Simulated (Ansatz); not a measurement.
# CH6GeTe: a ladder of functionals and wavefunction methods

One table from this session's results is given with a row withheld; the runs are named, their logs left out.

The runs use Ansatz 0.2.0, Gaussian basis; functionals in def2-TZVPP, the program's frozen cores in correlated methods.

The runs, in order: PBE-D4, r2SCAN-D4, PBE0-D4, B3LYP-D4, ωB97X-V, ωB97M-V, B2PLYP; CCSD(T)/def2-TZVPP; MP2/def2-QZVPP; extrapolation to the limit.

## The relaxed structure

An earlier PBE0-D4 in a triple-zeta def2 set relaxation fixed the geometry. Te takes the def2 core potential; no spin-orbit term is included.

SMILES `[GeH3][CH2][TeH]`, 9 atoms, charge 0, spin multiplicity 1.

Atoms are counted from 1 here; the program's logs count them from 0.

Bond lengths: Ge1–C2 1.959 Å, Ge1–H4 1.537 Å, Ge1–H5 1.538 Å, Ge1–H6 1.537 Å, C2–Te3 2.144 Å, C2–H7 1.089 Å, C2–H8 1.089 Å, Te3–H9 1.660 Å. Angles: C2–Ge1–H4 109.7°, C2–Ge1–H5 109.2°, C2–Ge1–H6 109.7°, H4–Ge1–H5 109.5°, H4–Ge1–H6 109.3°, H5–Ge1–H6 109.5°, Ge1–C2–Te3 111.3°, Ge1–C2–H7 109.5°, Ge1–C2–H8 109.6°, Te3–C2–H7 108.4°, Te3–C2–H8 108.5°, H7–C2–H8 109.7°, C2–Te3–H9 94.1°.

The first run:

Contents of in.yaml:

```yaml
crystal:
  periodic: [false, false, false]
  atoms:
    - {symbol: Ge, position_ang: [-0.556421, 0.904001, -0.863388]}
    - {symbol: C, position_ang: [0.495506, -0.463833, 0.063512]}
    - {symbol: Te, position_ang: [-0.241708, -0.798289, 2.048823]}
    - {symbol: H, position_ang: [-2.027271, 0.464555, -0.939417]}
    - {symbol: H, position_ang: [-0.002634, 1.088325, -2.286215]}
    - {symbol: H, position_ang: [-0.463756, 2.234744, -0.100403]}
    - {symbol: H, position_ang: [1.532809, -0.139440, 0.132105]}
    - {symbol: H, position_ang: [0.440721, -1.401654, -0.487230]}
    - {symbol: H, position_ang: [0.911254, -1.934608, 2.415110]}
basis:
  gaussian: {orbitals: def2-TZVPP}
hamiltonian: {xc: pbe, dispersion: d4}
output: {forces: true, orbitals: {seedname: orbitals}}
```

Launch:

```console
$ ansatz run in.yaml --threads 4 --pin off --events-out ev --progress --plain --max-ram 10444MiB
```

Steps of the session up to this table: PBE-D4 (GGA); r2SCAN-D4 (meta-GGA); PBE0-D4 (hybrid); B3LYP-D4 (hybrid); ωB97X-V (range-separated); ωB97M-V (range-separated); B2PLYP (double hybrid); CCSD(T) in def2-TZVPP; MP2 in def2-QZVPP.

One of the session's tables, all rows but one given; the rest of the session is left out.

```
            method  atomisation energy (kJ/mol)
            PBE-D4                       2591.1
         r2SCAN-D4                       2582.1
           PBE0-D4                            ?
          B3LYP-D4                       2576.7
           ωB97X-V                       2599.1
           ωB97M-V                       2567.5
            B2PLYP                       2546.5
     HF/def2-TZVPP                       1855.2
    MP2/def2-TZVPP                       2531.4
   CCSD/def2-TZVPP                       2512.9
CCSD(T)/def2-TZVPP                       2549.1
           MP2/CBS                       2594.9
       CCSD(T)/CBS                       2612.6
```

Estimate the missing values for PBE0-D4.

The run gave: atomisation energy (kJ/mol): 2567.4. In the column «atomisation energy (kJ/mol)» it lies between CCSD(T)/def2-TZVPP (2549.1) and ωB97M-V (2567.5).
